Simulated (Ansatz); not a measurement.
# AsH6NSi: inversion of the pyramid at N1

Wanted: the energy profile along the inversion of the pyramid at N1, from relaxed end points and a band of images. SMILES of the start: N[AsH][SiH3].

Program: Ansatz 0.2.0. Level of theory: RKS B3LYP-D4/def2-SVP. These are calculated values, not measurements.

### Step 1. Starting point

Bond lengths: N1–As2 1.844 Å, As2–Si3 2.312 Å, N1–H4 1.007 Å, N1–H5 1.098 Å, As2–H6 1.576 Å, Si3–H7 1.531 Å, Si3–H8 1.429 Å, Si3–H9 1.495 Å. Angles: N1–As2–Si3 90.4°, N1–As2–H6 92.9°, Si3–As2–H6 93.0°, As2–N1–H4 106.9°, As2–N1–H5 107.6°, H4–N1–H5 102.9°, As2–Si3–H7 108.1°, As2–Si3–H8 109.8°, As2–Si3–H9 110.3°, H7–Si3–H8 107.9°, H7–Si3–H9 107.2°, H8–Si3–H9 113.3°.

Structure file:

```xyz
9

N    -1.0763    0.8957   -0.7905
As    0.7529    0.6599   -0.7804
Si    0.5348   -1.0872    0.7178
H    -1.4535    0.2349   -1.4506
H    -1.2834    1.8633   -1.2673
H     0.9637    1.7232    0.3641
H     1.9220   -1.4107    1.2782
H     0.0523   -2.2493    0.0406
H    -0.3240   -0.6761    1.8710
```

### Step 2. End point A

Contents of input.yaml:

```yaml
crystal:
  periodic: [false, false, false]
  atoms:
    - { symbol: "N", position_ang: [-1.0763, 0.8957, -0.7905] }
    - { symbol: As, position_ang: [0.7529, 0.6599, -0.7804] }
    - { symbol: Si, position_ang: [0.5348, -1.0872, 0.7178] }
    - { symbol: H, position_ang: [-1.4535, 0.2349, -1.4506] }
    - { symbol: H, position_ang: [-1.2834, 1.8633, -1.2673] }
    - { symbol: H, position_ang: [0.9637, 1.7232, 0.3641] }
    - { symbol: H, position_ang: [1.922, -1.4107, 1.2782] }
    - { symbol: H, position_ang: [0.0523, -2.2493, 0.0406] }
    - { symbol: H, position_ang: [-0.324, -0.6761, 1.871] }
basis:
  gaussian: { orbitals: def2-SVP }
hamiltonian:
  xc: b3lyp
  dispersion: d4
relax:
  f_tol: 0.015
  max_steps: 40
output:
  orbitals: {}
```

On the command line:

```sh
$ ansatz run input.yaml --threads 1 --pin off --max-ram 2048MiB --backend cpu --events-out ev --progress --plain --runs-dir out
```

Output, shortened:

```text
Warning: RAYON_NUM_THREADS=1 ignored (pool sized by the plan → 1); use --threads N
[...]
Functional definition: B3LYP
[...]
989 factors; integrals over basis functions are off by at most 3.2e-4 eV
[...]
mean field -70296.71402582 eV, -2583.3565916247 hartree, gradient 4.7e-5 eV, S^2 0.000000; 0 other end points of the search recorded, 0 dependent functions left out
[...]
reference -70296.71427173 eV, -2583.3566006617 hartree; 30, 30 occupied and 64, 64 virtual orbitals, 989 factors
relax step   1: F+E_penalty+E_count = -70297.02163978 eV  Δ(F+E_penalty+E_count) = +0.000e0 eV  max|allowed force component| = 2.912e0 eV/Å  Δτ_max = 0.0000 Å  (26 SCF iters, accepted)
[...]
relax step   3: F+E_penalty+E_count = -70297.31884866 eV  Δ(F+E_penalty+E_count) = -5.088e-2 eV  max|allowed force component| = 2.889e-1 eV/Å  Δτ_max = 0.0792 Å  (26 SCF iters, accepted)
[...]
relax step   5: F+E_penalty+E_count = -70297.32770928 eV  Δ(F+E_penalty+E_count) = -2.635e-3 eV  max|allowed force component| = 6.632e-2 eV/Å  Δτ_max = 0.0457 Å  (24 SCF iters, accepted)
[...]
relax step   7: F+E_penalty+E_count = -70297.33519198 eV  Δ(F+E_penalty+E_count) = -1.259e-3 eV  max|allowed force component| = 3.531e-1 eV/Å  Δτ_max = 0.0763 Å  (24 SCF iters, accepted)
[...]
relax step   9: F+E_penalty+E_count = -70297.35937511 eV  Δ(F+E_penalty+E_count) = -1.444e-2 eV  max|allowed force component| = 1.661e-1 eV/Å  Δτ_max = 0.2000 Å  (28 SCF iters, accepted)
[...]
relax step  10: F+E_penalty+E_count = -70297.32442764 eV  Δ(F+E_penalty+E_count) = +3.495e-2 eV  max|allowed force component| = 1.316e0 eV/Å  Δτ_max = 0.1954 Å  (26 SCF iters, rejected (line search))
[...]
relax step  11: F+E_penalty+E_count = -70297.37080729 eV  Δ(F+E_penalty+E_count) = -1.143e-2 eV  max|allowed force component| = 2.117e-1 eV/Å  Δτ_max = 0.0977 Å  (27 SCF iters, accepted)
[...]
989 factors; integrals over basis functions are off by at most 6.3e-4 eV
```

### Step 3. More of the same log: end point A relaxed

The log, continued, shortened:

```text
mean field -70297.08191487 eV, -2583.3701112980 hartree, gradient 7.1e-5 eV, S^2 0.000000; 0 other end points of the search recorded, 0 dependent functions left out
[...]
reference -70297.08216628 eV, -2583.3701205370 hartree; 30, 30 occupied and 64, 64 virtual orbitals, 989 factors
relax step  12: F+E_penalty+E_count = -70297.38203333 eV  Δ(F+E_penalty+E_count) = -1.123e-2 eV  max|allowed force component| = 3.700e-1 eV/Å  Δτ_max = 0.0977 Å  (24 SCF iters, accepted)
[...]
relax step  18: F+E_penalty+E_count = -70297.42823539 eV  Δ(F+E_penalty+E_count) = -2.887e-3 eV  max|allowed force component| = 4.738e-2 eV/Å  Δτ_max = 0.0407 Å  (24 SCF iters, accepted)
[...]
relax step  19: F+E_penalty+E_count = -70297.42847922 eV  Δ(F+E_penalty+E_count) = -2.438e-4 eV  max|allowed force component| = 1.462e-2 eV/Å  Δτ_max = 0.0149 Å  (22 SCF iters, accepted)
[...]
Total energy: -70297.42873184 eV, -2583.3828565865 hartree
Atom 0 at    -1.101668     0.703440    -1.138606 Å, force     0.008158    -0.002890    -0.006608 eV/Å
Atom 1 at     0.758066     0.469117    -0.986470 Å, force    -0.010502     0.001623     0.014618 eV/Å
Atom 2 at     0.564743    -1.065632     0.831174 Å, force     0.002311     0.000871    -0.007235 eV/Å
Atom 3 at    -1.324365     1.249520    -1.970221 Å, force    -0.003923     0.002705     0.001413 eV/Å
Atom 4 at    -1.535205     1.158403    -0.335736 Å, force     0.003306    -0.001031     0.001515 eV/Å
Atom 5 at     1.149859     1.634962    -0.048937 Å, force     0.001852    -0.002416    -0.004811 eV/Å
Atom 6 at     1.893961    -1.239557     1.489737 Å, force     0.000411     0.000152     0.000425 eV/Å
Atom 7 at     0.104086    -2.379766     0.300443 Å, force     0.000791    -0.001330     0.001672 eV/Å
Atom 8 at    -0.420977    -0.576787     1.841517 Å, force    -0.002404     0.002317    -0.000992 eV/Å
Dipole moment:    -0.084588     0.276751     0.027664 e Å
```

Run time: 90 s. Hardware: 1 thread of Arm Neoverse V2, shared host; peak memory 0.21 GiB.

The steps of the relaxation:

```tsv
step	energy from step 1 (eV)	largest force component (eV/Å)
1	0.0000	2.9121
2	-0.2463	0.9441
3	-0.2972	0.2889
4	-0.3034	0.1441
5	-0.3061	0.0663
6	-0.3123	0.0806
7	-0.3136	0.3531
8	-0.3233	0.0538
9	-0.3377	0.1661
10x	-0.3028	1.3158
11	-0.3492	0.2117
12	-0.3604	0.3700
13	-0.3772	0.2241
14	-0.3958	0.1829
15	-0.3968	0.4039
16x	-0.3514	0.9516
17	-0.4037	0.1139
18	-0.4066	0.0474
19	-0.4068	0.0146
```

Step 1 is the start. 2 steps were tried and not accepted (marked x).

After: Bond lengths: N1–As2 1.881 Å, As2–Si3 2.387 Å, N1–H4 1.020 Å, N1–H5 1.020 Å, As2–H6 1.547 Å, Si3–H7 1.494 Å, Si3–H8 1.490 Å, Si3–H9 1.494 Å. Angles: N1–As2–Si3 93.5°, N1–As2–H6 101.9°, Si3–As2–H6 92.5°, As2–N1–H4 110.4°, As2–N1–H5 114.4°, H4–N1–H5 108.1°, As2–Si3–H7 109.8°, As2–Si3–H8 108.7°, As2–Si3–H9 111.0°, H7–Si3–H8 109.2°, H7–Si3–H9 109.1°, H8–Si3–H9 109.0°.

### Step 4. Relaxing end B

The second end starts from a geometry with the move made by hand.

input.yaml: that of step 2 with these lines changed.

```diff
@@ -6,4 +6,4 @@
     - { symbol: Si, position_ang: [0.5348, -1.0872, 0.7178] }
-    - { symbol: H, position_ang: [-1.4535, 0.2349, -1.4506] }
-    - { symbol: H, position_ang: [-1.2834, 1.8633, -1.2673] }
+    - { symbol: H, position_ang: [-1.48455, 0.03646, -0.45929] }
+    - { symbol: H, position_ang: [-1.32336, 1.60794, 0.00835] }
     - { symbol: H, position_ang: [0.9637, 1.7232, 0.3641] }
@@ -20,3 +20 @@
   max_steps: 40
-output:
-  orbitals: {}
```

On the command line:

```sh
$ ansatz run input.yaml --threads 1 --pin off --max-ram 2048MiB --backend cpu --events-out ev --progress --plain --runs-dir out
```

Output, shortened:

```text
Warning: RAYON_NUM_THREADS=1 ignored (pool sized by the plan → 1); use --threads N
[...]
[... 1 set-up line as earlier in the session ...]
[...]
991 factors; integrals over basis functions are off by at most 3.2e-4 eV
[...]
mean field -70296.48320263 eV, -2583.3481090289 hartree, gradient 3.8e-5 eV, S^2 0.000000; 0 other end points of the search recorded, 0 dependent functions left out
[...]
reference -70296.48344439 eV, -2583.3481179135 hartree; 30, 30 occupied and 64, 64 virtual orbitals, 991 factors
relax step   1: F+E_penalty+E_count = -70296.79885703 eV  Δ(F+E_penalty+E_count) = +0.000e0 eV  max|allowed force component| = 2.428e0 eV/Å  Δτ_max = 0.0000 Å  (25 SCF iters, accepted)
[...]
relax step   4: F+E_penalty+E_count = -70297.30681866 eV  Δ(F+E_penalty+E_count) = -4.130e-2 eV  max|allowed force component| = 9.789e-1 eV/Å  Δτ_max = 0.1948 Å  (26 SCF iters, accepted)
[...]
Total energy: -70297.41180179 eV, -2583.3822344186 hartree
Atom 0 at    -1.151225     1.136141    -0.669914 Å, force     0.001887    -0.002270     0.007110 eV/Å
Atom 1 at     0.656912     0.629255    -0.777145 Å, force     0.002829    -0.001906    -0.003616 eV/Å
Atom 2 at     0.670406    -1.100866     0.888747 Å, force    -0.004939    -0.000978     0.001496 eV/Å
Atom 3 at    -1.697816     0.622706    -1.360791 Å, force     0.001366    -0.000923    -0.000828 eV/Å
Atom 4 at    -1.582960     0.993885     0.243320 Å, force    -0.001159     0.001446    -0.001309 eV/Å
Atom 5 at     1.170979     1.676863     0.214648 Å, force    -0.000844     0.002242     0.000238 eV/Å
Atom 6 at     2.055644    -1.464163     1.315170 Å, force     0.002151     0.001933    -0.001476 eV/Å
Atom 7 at     0.013511    -2.309339     0.306379 Å, force    -0.000625    -0.001022    -0.002176 eV/Å
Atom 8 at    -0.117961    -0.684583     2.089446 Å, force    -0.000667     0.001479     0.000562 eV/Å
Dipole moment:    -0.137961    -0.150355     0.067172 e Å
```

Run time: 59 s. Hardware: 1 thread of Arm Neoverse V2, shared host; peak memory 0.21 GiB.

Step by step:

```tsv
step	energy from step 1 (eV)	largest force component (eV/Å)
1	0.0000	2.4284
2	-0.4113	0.9835
3	-0.4667	0.7962
4	-0.5080	0.9789
5	-0.5715	0.2125
6	-0.5977	0.2592
7x	-0.5949	0.5908
8	-0.6060	0.1521
9	-0.6099	0.1629
10	-0.6120	0.0487
11	-0.6127	0.0158
12	-0.6127	0.0071
```

Step 1 is the start. 1 step was tried and not accepted (marked x).

After: Bond lengths: N1–As2 1.881 Å, As2–Si3 2.402 Å, N1–H4 1.020 Å, N1–H5 1.020 Å, As2–H6 1.531 Å, Si3–H7 1.494 Å, Si3–H8 1.494 Å, Si3–H9 1.495 Å. Angles: N1–As2–Si3 99.2°, N1–As2–H6 95.8°, Si3–As2–H6 92.4°, As2–N1–H4 109.9°, As2–N1–H5 114.9°, H4–N1–H5 108.0°, As2–Si3–H7 112.2°, As2–Si3–H8 108.1°, As2–Si3–H9 110.7°, H7–Si3–H8 108.8°, H7–Si3–H9 109.1°, H8–Si3–H9 107.8°.

(Part 1 of 2 ends here.)
